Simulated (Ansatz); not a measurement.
# Pt2Br: the cost of one run

Computed with Ansatz 0.2.0 (DFT PBE, scalar-relativistic, plane waves, PAW, unless a step's input says otherwise).

### 1 The system as given

The structure is cubic, space group F-43m (No. 216). The conventional cell has a = 6.267 Å, b = 6.267 Å, c = 6.267 Å, α = 90.00°, β = 90.00°, γ = 90.00°. Pt (site symmetry -43m) has 4 Pt at 2.71 Å and 4 Br at 2.71 Å as nearest neighbours. Around Pt (site symmetry -43m) lie 4 Pt at 2.71 Å. Br (site symmetry -43m) has 4 Pt at 2.71 Å as nearest neighbours.

Coordinates:

```
Pt Br
1.0
     0.00000    3.13372    3.13372
     3.13372    0.00000    3.13372
     3.13372    3.13372    0.00000
Pt Br
2 1
Direct
  0.25000 0.25000 0.25000
  0.50000 0.50000 0.50000
  0.00000 0.00000 0.00000
```

Recipe of the guess: species swapped into a database cell of Cu2Se (F-43m, No. 216), with Pt on the Cu sites and Br on the Se sites. The dimensions are guesses.

### 2 A first look at the guess

File input.yaml:

```yaml
crystal:
  lattice:
    - [0.0, 3.13372234, 3.13372234]
    - [3.13372234, 0.0, 3.13372234]
    - [3.13372234, 3.13372234, 0.0]
  atoms:
    - { symbol: Pt, position: [0.25, 0.25, 0.25] }
    - { symbol: Pt, position: [0.5, 0.5, 0.5] }
    - { symbol: Br, position: [0.0, 0.0, 0.0] }
basis:
  ecutwfc: 420
kpoints:
  mp_grid: { grid: [6, 6, 6] }
hamiltonian:
  xc: pbe
scf:
  occupations: { method: gaussian, width: 0.1 }
  lower_state_search: "off"
output:
  forces: true
  stress: true
  eigenvalues: true
```

Launch:

```console
$ ansatz run input.yaml --threads 1 --pin off --max-ram 2560MiB --backend cpu --events-out ev --progress --plain --runs-dir out
```

Q: Estimate wall time and peak memory on 1 thread of Arm Neoverse V1, shared host.

About 2.8 s, with a peak of 0.31 GiB.
